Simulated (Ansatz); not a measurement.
# CH₃KO: up Jacob's ladder to CCSD(T)

The task here is to estimate one member of a computed series from the others.

Program: Ansatz 0.2.0, Gaussian basis. Level of theory: functionals in def2-TZVPP, the program's frozen cores in correlated methods. These are calculated values, not measurements.

The runs, in order: LDA (SPW92), PBE-D4, revPBE-D4, BLYP-D4, r2SCAN-D4, B97M-V, PBE0-D4, B3LYP-D4, r2SCANh-D4, r2SCAN0-D4, HSE06-D4, BHLYP-D4, CAM-B3LYP-D4, LC-ωPBE, ωB97X-V, ωB97M-V, B2PLYP, PBE-QIDH; CCSD(T)/def2-SVP; CCSD(T)/def2-TZVPP; MP2/def2-QZVPP; extrapolation to the limit; RPA on PBE.

## The relaxed structure

The geometry comes from an earlier relaxation with PBE0-D4 in a triple-zeta def2 set; it is a stationary point.

SMILES `C[O][K]`, 6 atoms, charge 0, spin multiplicity 1.

Atoms are counted from 1 here; the program's logs count them from 0.

Bond lengths: C1–O2 1.363 Å, C1–H4 1.111 Å, C1–H5 1.111 Å, C1–H6 1.111 Å, O2–K3 2.227 Å. Angles: O2–C1–H4 113.5°, O2–C1–H5 113.5°, O2–C1–H6 113.5°, H4–C1–H5 105.2°, H4–C1–H6 105.2°, H5–C1–H6 105.2°, C1–O2–K3 180.0°.

Coordinates:

```
atom    x (Å)    y (Å)    z (Å)
  C1  -0.1978   0.5387  -0.1529
  O2   0.2641  -0.7014   0.1750
  K3   1.0195  -2.7266   0.7098
  H4  -1.2107   0.7549   0.2493
  H5   0.4454   1.3641   0.2206
  H6  -0.2784   0.7062  -1.2483
```

The first run:

The input, in.yaml:

```yaml
crystal:
  periodic: [false, false, false]
  atoms:
    - {symbol: C, position_ang: [-0.197779, 0.538674, -0.152861]}
    - {symbol: O, position_ang: [0.264117, -0.701440, 0.175035]}
    - {symbol: K, position_ang: [1.019455, -2.726551, 0.709844]}
    - {symbol: H, position_ang: [-1.210681, 0.754930, 0.249345]}
    - {symbol: H, position_ang: [0.445373, 1.364127, 0.220627]}
    - {symbol: H, position_ang: [-0.278386, 0.706160, -1.248290]}
basis:
  gaussian: {orbitals: def2-TZVPP}
hamiltonian: {xc: lda}
output: {orbitals: {seedname: orbitals}}
```

Steps of the session up to this table: LDA; PBE-D4 (GGA); revPBE-D4 (GGA); BLYP-D4 (GGA); r2SCAN-D4 (meta-GGA); B97M-V (meta-GGA); PBE0-D4 (hybrid); B3LYP-D4 (hybrid); r2SCANh-D4 (hybrid); r2SCAN0-D4 (hybrid); HSE06-D4 (hybrid); BHLYP-D4 (hybrid); CAM-B3LYP-D4 (range-separated); LC-ωPBE-D4 (range-separated; the results give it without D4); ωB97X-V (range-separated); ωB97M-V (range-separated); B2PLYP (double hybrid); PBE-QIDH (double hybrid).

One table of the session follows, with a row left open; its other results are not shown here.

It belongs to the step «Orbital energies across the functionals». 

| functional | HOMO (eV) | LUMO (eV) | gap (eV) |
| --- | --- | --- | --- |
| LDA (SPW92) | -3.20 | -1.40 | 1.80 |
| PBE-D4 | -3.03 | -1.49 | 1.55 |
| revPBE-D4 | -2.96 | -1.57 | 1.39 |
| BLYP-D4 | -2.97 | -1.57 | 1.40 |
| r2SCAN-D4 | -3.21 | -0.79 | 2.42 |
| B97M-V | -3.33 | -1.31 | 2.02 |
| PBE0-D4 | -4.41 | -1.00 | 3.41 |
| B3LYP-D4 | -4.23 | -1.28 | 2.94 |
| r2SCANh-D4 | -3.75 | -0.71 | 3.05 |
| r2SCAN0-D4 | -4.58 | -0.59 | 3.99 |
| HSE06-D4 | -4.01 | -1.26 | 2.75 |
| BHLYP-D4 | -5.82 | -0.78 | 5.03 |
| CAM-B3LYP-D4 | ? | ? | ? |
| LC-ωPBE | -7.13 | -0.01 | 7.12 |
| ωB97X-V | -6.84 | 0.03 | 6.87 |
| ωB97M-V | -6.82 | -0.54 | 6.28 |

Q: Estimate the row for CAM-B3LYP-D4 from the others.

**Answer.** HOMO (eV): -5.87; LUMO (eV): -0.65; gap (eV): 5.22. In the column «HOMO (eV)» it lies between ωB97M-V (-6.82) and BHLYP-D4 (-5.82).
